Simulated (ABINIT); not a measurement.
Runs of ABINIT 10.8.3 (patched build) on Al. The cell holds a slab with vacuum, 6 atoms: a = 2.862 Å, b = 2.862 Å, c = 25.120 Å, α = 90.00°, β = 90.00°, γ = 90.00°. 

```csv
task,level,potentials or basis,cell,optimiser (ionmov),force stop (Ha/bohr),gap on the mesh (eV),largest force (eV/Å),work function (eV)
work function,PBE,JTH PAW PBE v2.0,as given,-,-,none,0.24,(a)
work function,PBE,JTH PAW PBE v2.0,"cell taken from the last step of an earlier PBE relaxation by this program, which needn't have reached its minimum",-,-,none,0.07,4.22
relaxation of the atoms,PBE+D3(BJ),JTH PAW PBE v2.0,atoms relaxed,15,5e-05,none,-,-
band structure,LDA,JTH PAW LDA v2.0,as given,-,-,none,0.24,-
```

Alike in all rows: no spin polarisation; k mesh 9 × 9 × 1; cutoff (eV) 408; smearing fermi-dirac 0.05 eV.

Fill in the values left out.

(a) 4.28.

A gap of «none» marks a metal or a gap under the smearing width.
